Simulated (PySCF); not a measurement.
# WHF: relaxation and vibrations of the quintet

Aim: relax WHF as a quintet from a linear start, check by its vibrations whether the end is a minimum, and collect its spectrum and constants.

Program: PySCF 2.14.0. Level of theory: PBE0, basis W def2-TZVP with ECP60, H def2-TZVP, F def2-TZVP, scalar-relativistic core potentials, no spin–orbit coupling, density fitting. These are calculated values, not measurements.

### Step 1. Starting geometry

3 atoms, charge 0, spin multiplicity 5.

Bond lengths: W1–H2 1.690 Å, W1–F3 2.010 Å. Angles: H2–W1–F3 180.0°.

```xyz
3
charge 0 multiplicity 5
W     0.0000    0.0000    0.0000
H     0.0000    0.0000   -1.6900
F     0.0000    0.0000    2.0100
```

### Step 2. The SCF at the typed geometry

One driver script runs all steps and calls PySCF; scf.py shows how it sets up the SCF of each step. The optimiser is the driver's own. After this first run the driver tries any further starts and a stability analysis.

scf.py

```python
from pyscf import gto, scf, dft
mol = gto.M(atom='''
W      0.000000     0.000000     0.000000
H      0.000000     0.000000    -1.690000
F      0.000000     0.000000     2.010000''',
    basis={'W': 'def2-TZVP', 'H': 'def2-TZVP', 'F': 'def2-TZVP'},
    ecp={'W': 'def2-TZVP'},
    charge=0, spin=4)
mf = dft.UKS(mol, xc='PBE0')
mf.grids.atom_grid = (50, 194)
aux = {'W': 'def2-universal-JKFIT', 'H': 'def2-universal-JKFIT', 'F': 'def2-universal-JKFIT'}
mf = mf.density_fit(auxbasis=aux)
mf.conv_tol = 1e-08
mf.diis_space = 10
mf.max_cycle = 60
mf.init_guess = 'minao'
mf.verbose = 4
mf.kernel()
```

The run is started by

```bash
$ OMP_NUM_THREADS=2 python axn.py task.json out
```

The runs that follow: Linear start, quintet: relaxation; Hessian and properties; Following the imaginary mode; Frequencies.

**Question.** What will these runs give? Wanted: minimum; geometry; wavenumbers; dipole moment; highest occupied, lowest empty level; polar-tensor charge of W1; zero-point energy; atomisation energy; ⟨S²⟩.

**Answer**, as computed:

| quantity | value |
| --- | --- |
| minimum | quintet, Cs |
| geometry | W–F 1.874 Å, W–H 1.721 Å; F–W–H 122.6° |
| wavenumbers (cm⁻¹) | 505 (a'), 663 (a'), 1952 (a') |
| dipole moment | 2.14 D |
| highest occupied, lowest empty level (either spin) | -6.07, -2.25 eV |
| polar-tensor charge of W1 | +0.89 e |
| zero-point energy | 18.7 kJ/mol |
| entropy at 298.15 K | 278.7 J/(mol K) |
| atomisation energy (no zero-point energy) | 847 kJ/mol |
| ⟨S²⟩ | 6.016 |

What this shows: The linear start (C∞v) ends in a minimum of Cs symmetry, after a stop at a saddle point 64.2 kJ/mol higher, from which it was pushed off along an imaginary mode. In the infrared the band at 663 cm⁻¹ (a', stretch) leads. Most of the spin sits on W1 (Mulliken spin 4.12, against 4 for the whole molecule). Other starts or spin states, not run here, may lie lower. One determinant may miss the lowest occupation of an open d or f shell. With an element this heavy the missing spin–orbit coupling can shift these numbers.
